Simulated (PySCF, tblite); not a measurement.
**C5H5ClF2O+ (doublet): geometry, infrared bands and EPR parameters**

What infrared bands and EPR parameters should C5H5ClF2O+ (doublet) (`O=[C+][C](CCl)CC(F)F`) show?

Programs: tblite 0.8.0 and PySCF 2.14.0, with density-fitted response routines of our own. Each step states its level of theory. These are calculated values for one molecule in the gas phase, unless marked as measured. Atoms are numbered from 0 throughout.

**1. The starting structure**

14 atoms, charge 1, multiplicity 2; geometry from: force field or distance geometry start.

Bonds of the start (Å): O0–C1 1.21, C1–C2 1.47, C2–C3 1.52, C3–Cl4 1.77, C2–C5 1.48, C5–C6 1.50, C6–F7 1.39, C6–F8 1.41, C3–H9 1.13, C3–H10 1.11, C5–H11 1.12, C5–H12 1.14, C6–H13 1.11.

**2. Geometry optimisation with GFN2-xTB**

Job settings and geometry (Å):

```
{"job": {"kind": "relax", "xc": "GFN2-xTB", "basis": "xTB"}, "charge": 1, "multiplicity": 2}
O     -0.924300    -0.953700    -2.143800
C     -0.814800    -0.399300    -1.074700
C     -0.567100     0.434400     0.112200
C     -1.780600     0.339300     1.016700
Cl    -3.274100     0.868400     0.232000
C      0.645000    -0.055100     0.801000
C      1.896100    -0.017500    -0.034500
F      2.213300     1.265300    -0.452800
F      2.943700    -0.412800     0.815700
H     -1.839400    -0.728700     1.374800
H     -1.669200     0.947000     1.936000
H      0.480800    -1.125900     1.098400
H      0.790200     0.603100     1.716100
H      1.899800    -0.765000    -0.859100
```

Run with:

```console
$ OMP_NUM_THREADS=1 python probes_run.py task.json out
```

The driver reads the jobs from task.json and runs them one after another.

**Question.** This job is followed by: GFN2-xTB harmonic vibrations, gas phase; UKS B3LYP, pcH-1 on C Cl F H O, non-relativistic, mean-field spin-orbit, GIAO. What will the session give for the following? strongest single infrared mode (GFN2-xTB); zero-point energy (GFN2-xTB); g(iso) (B3LYP); ⟨S²⟩; largest a(iso) (averaged by class).

**Answer**, as computed:

| quantity | value |
| --- | --- |
| strongest single infrared mode (GFN2-xTB) | 2259 cm⁻¹, 954 km/mol |
| zero-point energy (GFN2-xTB) | 55.9 kcal/mol |
| g(iso) (B3LYP) | 2.00515 |
| ⟨S²⟩ | 0.755 (exact 0.75) |
| largest a(iso) (averaged by class) | 1H on H9, H10, 134.2 MHz |

In words: Over 214 steps the energy fell by 2.027 eV; of the close pairs, C1–C2 changed most, 1.471 to 1.342 Å. All 36 modes are real, so the xTB geometry is a minimum. The strongest single mode, at 2259 cm⁻¹, moves mainly C1. GFN2-xTB is a fitted tight-binding method: band positions and strengths are rough. Its intensities can rank the bands wrongly. C2 carries the largest spin population, 0.59 e. The isotropic g lies 2.8 ppt above the free-electron value. These values are for one conformer; the search (at its own cheap level) found 2 more, at 0.99, 4.84 kcal/mol, and measured spectra average over such forms.
